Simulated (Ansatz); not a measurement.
**C2H8ClNOSi: one species, many methods**

An exercise on one series of results from a longer session: the logs are not shown, and one member is left open.

The runs use Ansatz 0.2.0, Gaussian basis; functionals in def2-TZVPP, the program's frozen cores in correlated methods.

Levels to be run: PBE-D4, r2SCAN-D4, PBE0-D4, B3LYP-D4, ωB97X-V, ωB97M-V, B2PLYP; CCSD(T)/def2-TZVPP; MP2/def2-QZVPP; extrapolation to the limit.

### Structure used throughout

All runs share one geometry, relaxed beforehand with PBE0-D4 in a triple-zeta def2 set.

SMILES `CN[SiH](Cl)OC`, 14 atoms, charge 0, spin multiplicity 1.

Atoms are counted from 1 here; the program's logs count them from 0.

Bond lengths: C1–N2 1.448 Å, C1–H7 1.096 Å, C1–H8 1.093 Å, C1–H9 1.093 Å, N2–Si3 1.687 Å, N2–H10 1.007 Å, Si3–Cl4 2.058 Å, Si3–O5 1.632 Å, Si3–H11 1.481 Å, O5–C6 1.410 Å, C6–H12 1.096 Å, C6–H13 1.094 Å, C6–H14 1.091 Å. Angles: N2–C1–H7 113.0°, N2–C1–H8 109.6°, N2–C1–H9 111.0°, H7–C1–H8 107.4°, H7–C1–H9 108.5°, H8–C1–H9 107.1°, C1–N2–Si3 123.9°, C1–N2–H10 114.9°, Si3–N2–H10 118.7°, N2–Si3–Cl4 107.1°, N2–Si3–O5 112.3°, N2–Si3–H11 111.7°, Cl4–Si3–O5 109.2°, Cl4–Si3–H11 108.4°, O5–Si3–H11 108.0°, Si3–O5–C6 123.6°, O5–C6–H12 111.7°, O5–C6–H13 110.9° and more.

The first run:

Contents of in.yaml:

```yaml
crystal:
  periodic: [false, false, false]
  atoms:
    - {symbol: C, position_ang: [-0.886074, 2.107184, 0.656849]}
    - {symbol: N, position_ang: [-0.570394, 1.397606, -0.565385]}
    - {symbol: Si, position_ang: [-0.346567, -0.272363, -0.654345]}
    - {symbol: Cl, position_ang: [-0.140662, -0.750392, -2.645817]}
    - {symbol: O, position_ang: [0.982741, -0.762639, 0.156102]}
    - {symbol: C, position_ang: [1.333188, -2.117425, 0.332445]}
    - {symbol: H, position_ang: [0.000648, 2.507801, 1.160560]}
    - {symbol: H, position_ang: [-1.381430, 1.430124, 1.357387]}
    - {symbol: H, position_ang: [-1.577868, 2.931664, 0.463701]}
    - {symbol: H, position_ang: [-0.210719, 1.973336, -1.308676]}
    - {symbol: H, position_ang: [-1.511354, -1.010669, -0.113863]}
    - {symbol: H, position_ang: [0.474530, -2.720004, 0.651188]}
    - {symbol: H, position_ang: [1.732022, -2.540619, -0.594537]}
    - {symbol: H, position_ang: [2.101937, -2.173603, 1.104393]}
basis:
  gaussian: {orbitals: def2-TZVPP}
hamiltonian: {xc: pbe, dispersion: d4}
output: {forces: true, orbitals: {seedname: orbitals}}
```

Command:

```
$ ansatz run in.yaml --threads 2 --pin off --events-out ev --progress --plain --max-ram 22528MiB --backend cuda --devices 0, --max-vram 18GiB
```

Steps of the session up to this table: PBE-D4 (GGA); r2SCAN-D4 (meta-GGA); PBE0-D4 (hybrid); B3LYP-D4 (hybrid); ωB97X-V (range-separated); ωB97M-V (range-separated); B2PLYP (double hybrid); CCSD(T) in def2-TZVPP; MP2 in def2-QZVPP.

One table of the session follows, with a row left open; its other results are not shown here.

| method | atomisation energy (kJ/mol) |
| --- | --- |
| PBE-D4 | 5303.4 |
| r2SCAN-D4 | 5225.5 |
| PBE0-D4 | 5221.0 |
| B3LYP-D4 | 5224.1 |
| ωB97X-V | 5247.4 |
| ωB97M-V | 5249.0 |
| B2PLYP | 5166.6 |
| HF/def2-TZVPP | ? |
| MP2/def2-TZVPP | 5165.7 |
| CCSD/def2-TZVPP | 5012.7 |
| CCSD(T)/def2-TZVPP | 5084.7 |
| MP2/CBS | 5313.3 |
| CCSD(T)/CBS | 5232.3 |

Estimate the missing values for HF/def2-TZVPP.

**Answer.** atomisation energy (kJ/mol): 3796.8. In the column «atomisation energy (kJ/mol)» it is the lowest.

To keep in mind: Free atoms (2 C, 1 N, 1 Si, 1 Cl, 1 O, 8 H) were run apart at each level; the atomisation energy is their sum less the molecule, without zero-point or spin-orbit terms.
